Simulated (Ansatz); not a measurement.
Write a Python script for Ansatz 0.2.0, Python API that makes energies of removing a hydrogen of C₂H₃ClSn, SMILES Cl[C]1=[CH][SnH2]1. Use (for the species named): B3LYP, def2-SVP basis, multiplicity 1.

```yaml
atoms:
  - { symbol: Cl, position_ang: [-1.2007, -2.5739, 0.5305] }
  - { symbol: C, position_ang: [-0.3939, -1.0271, 0.2493] }
  - { symbol: C, position_ang: [0.8123, -0.3107, 0.4094] }
  - { symbol: Sn, position_ang: [-0.4449, 0.8518, -0.5186] }
  - { symbol: H, position_ang: [1.8617, -0.3542, 0.7865] }
  - { symbol: H, position_ang: [-0.7839, 2.1944, 0.5818] }
  - { symbol: H, position_ang: [0.2106, 1.1517, -2.0845] }
```

`run_bde.py`:
```python
'''Cost of removing each kind of hydrogen from C2H3ClSn, fragments frozen.'''

import ansatz
from ase import Atoms

BASIS_SET = 'def2-SVP'
FUNCTIONAL = 'b3lyp'


def energy_of(molecule, charge=0, unpaired=0):
    calc = molecule.calculation().basis(gaussian=BASIS_SET).functional(FUNCTIONAL)
    if charge:
        calc = calc.charge(charge)
    if unpaired:
        calc = calc.spin('collinear', total=unpaired)
    return calc.run(threads=1).report['free_energy_ev']

def without(molecule, index):
    rest = ansatz.Crystal.molecule()
    for i, site in enumerate(molecule.cartesian_sites):
        if i != index:
            rest = rest.atom(site.symbol, site.position_ang)
    return rest


def main() -> None:
    atoms = Atoms(['Cl', 'C', 'C', 'Sn', 'H', 'H', 'H'], positions=[
        (-1.2007, -2.5739, 0.5305),
        (-0.3939, -1.0271, 0.2493),
        (0.8123, -0.3107, 0.4094),
        (-0.4449, 0.8518, -0.5186),
        (1.8617, -0.3542, 0.7865),
        (-0.7839, 2.1944, 0.5818),
        (0.2106, 1.1517, -2.0845),
    ])
    system = ansatz.Crystal.molecule_from_ase(atoms)

    whole = energy_of(system, 0)
    hydrogen = energy_of(ansatz.Crystal.molecule().atom('H', (0, 0, 0)), 0, 1)
    print(f'E(molecule) = {whole:.5f} eV, E(H) = {hydrogen:.5f} eV')
    for index in [4, 6]:
        radical = energy_of(without(system, index), 0, 1)
        print(f'H{index}: homolysis {(radical + hydrogen - whole):.3f} eV')


if __name__ == '__main__':
    main()
```

`python run_bde.py` gives:
```text
E(molecule) = -20469.32023 eV, E(H) = -13.63995 eV
H4: homolysis 4.470 eV
H6: homolysis 2.815 eV
```

Caveats:
- Total energies depend on the basis set; only differences at equal settings carry meaning.
- The geometry is a force-field or estimated start, not a minimum of this method, and the basis set is short of its limit. All parts are taken at fixed geometry, without zero-point energy.
- def2 sets replace the cores of elements past krypton by effective core potentials.
- b3lyp holds the VWN-RPA fit, as in Gaussian; the form of ORCA and Turbomole is b3lyp5.
- The spin-orbit lowering of heavy atoms is left out.
- Hardware and time: 16 s on 1 thread of Arm Neoverse V1 (shared host), peak memory 0.29 GiB.
